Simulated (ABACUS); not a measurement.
A run of ABACUS 3.10.1 is set up as follows.

Contents of run_abacus.py:

```python
"""ABACUS run from a structure file: ASE reads it, the script writes STRU, KPT and INPUT."""
import re
import subprocess
import spglib
from ase import Atoms
from ase.io import read
from ase.units import Bohr

atoms = read("HPbNO4.cif")
cell, frac, numbers = spglib.standardize_cell((atoms.cell[:], atoms.get_scaled_positions(), atoms.numbers), to_primitive=True, symprec=1e-4)
atoms = Atoms(numbers=numbers, cell=cell, scaled_positions=frac, pbc=True)  # the primitive cell
atoms = atoms[(-atoms.numbers).argsort(kind="stable")]  # ABACUS lists atoms element by element
pseudo = {'Pb': 'Pb_ONCV_PBE-1.2.upf', 'O': 'O_ONCV_PBE-1.2.upf', 'N': 'N_ONCV_PBE-1.2.upf', 'H': 'H_ONCV_PBE-1.2.upf'}
orbital = {'Pb': 'Pb_confined-atom_8au_2s2p2d.orb', 'O': 'O_confined-atom_6au_2s2p1d.orb', 'N': 'N_confined-atom_6au_2s2p1d.orb', 'H': 'H_confined-atom_6au_2s1p.orb'}
magmoms = None
kmesh = [7, 7, 5]
params = {
    'suffix': 'HPbNO4',
    'calculation': 'scf',
    'basis_type': 'lcao',
    'pseudo_dir': './',
    'orbital_dir': './',
    'symmetry': 1,
    'dft_functional': 'pz',
    'ecutwfc': 100,
    'pseudo_rcut': 7,
    'nspin': 1,
    'nbands': 27,
    'ks_solver': 'genelpa',
    'smearing_method': 'fd',
    'smearing_sigma': 0.00367493,
    'scf_thr': 1e-07,
    'scf_nmax': 100,
    'mixing_type': 'broyden',
    'mixing_beta': 0.7,
    'cal_force': 1,
    'cal_stress': 1,
    'out_mul': 1,
}

symbols = atoms.get_chemical_symbols()
elements = list(dict.fromkeys(symbols))
lines = ["ATOMIC_SPECIES"] + [f"{e} {atoms.get_masses()[symbols.index(e)]:.4f} {pseudo[e]}" for e in elements]
if orbital:
    lines += ["", "NUMERICAL_ORBITAL"] + [orbital[e] for e in elements]
lines += ["", "LATTICE_CONSTANT", f"{1 / Bohr:.10f}", "", "LATTICE_VECTORS"]
lines += [" ".join(f"{x:.10f}" for x in v) for v in atoms.cell]
lines += ["", "ATOMIC_POSITIONS", "Direct"]
for e in elements:
    lines += ["", e, "0.0", str(symbols.count(e))]
    for i, p in enumerate(atoms.get_scaled_positions(wrap=False)):
        if symbols[i] == e:
            mag = "" if magmoms is None else " mag " + " ".join(str(x) for x in (magmoms[i] if isinstance(magmoms[i], list) else [magmoms[i]]))
            lines.append(" ".join(f"{x:.10f}" for x in p) + " 1 1 1" + mag)
open("STRU", "w").write("\n".join(lines) + "\n")
open("KPT", "w").write("K_POINTS\n0\nGamma\n%d %d %d 0 0 0\n" % tuple(kmesh))
open("INPUT", "w").write("INPUT_PARAMETERS\n" + "".join(f"{k:<20s}{v}\n" for k, v in params.items()))

done = subprocess.run(['mpirun', '-np', '4', 'abacus'])
if done.returncode:
    raise SystemExit(done.returncode)
log = open("OUT.HPbNO4/running_scf.log").read()
print("final energy (eV):", re.findall(r"FINAL_ETOT_IS (\S+)", log))
```

HPbNO4.cif

```cif
data_HPbNO4
_cell_length_a 4.20406619
_cell_length_b 4.33926524
_cell_length_c 6.72906902
_cell_angle_alpha 71.94659731
_cell_angle_beta 72.29101482
_cell_angle_gamma 62.23062700
_space_group_name_H-M_alt 'P1'
_space_group_name_Hall 'P 1'
_space_group_IT_number 1
loop_
_space_group_symop_operation_xyz
'x,y,z'
loop_
_atom_site_label
_atom_site_type_symbol
_atom_site_symmetry_multiplicity
_atom_site_Wyckoff_symbol
_atom_site_fract_x
_atom_site_fract_y
_atom_site_fract_z
_atom_site_occupancy
H1 H 1 a 0.8914500000 0.6820200000 0.6279600000 1
Pb1 Pb 1 a 0.1442600000 0.9287200000 0.8835200000 1
N1 N 1 a 0.2567000000 0.2886100000 0.3017100000 1
O1 O 1 a 0.8310800000 0.6505600000 0.7840500000 1
O2 O 1 a 0.3869400000 0.2238000000 0.1129500000 1
O3 O 1 a 0.3110400000 0.0357600000 0.4585600000 1
O4 O 1 a 0.0772600000 0.6063300000 0.3227500000 1
```

Potentials or basis: SG15 ONCV 1.2 PBE, DZP LCAO (the cutoffs set its grid).

Command:

```sh
$ OMP_NUM_THREADS=1 python run_abacus.py > log
```

Predict the Mulliken charges.

Pb +1.00; O -0.32, -0.26, -0.24; N +0.28; H -0.14 e.

Estimate the largest force.

1.699 eV/Å.

Forces in eV/Å, atoms in the order of the input:
```
Pb   0.012  0.020  0.090
O   -0.011  0.068  1.638
O    0.031 -0.503 -1.299
O    0.056 -1.058  1.249
O   -0.086  1.616  0.204
N    0.000  0.004 -0.188
H    0.000 -0.149 -1.692
```

Caveat: the atomic orbitals were generated for these runs and aren't a published set; the potentials were made for another functional, which shifts forces and pressure.
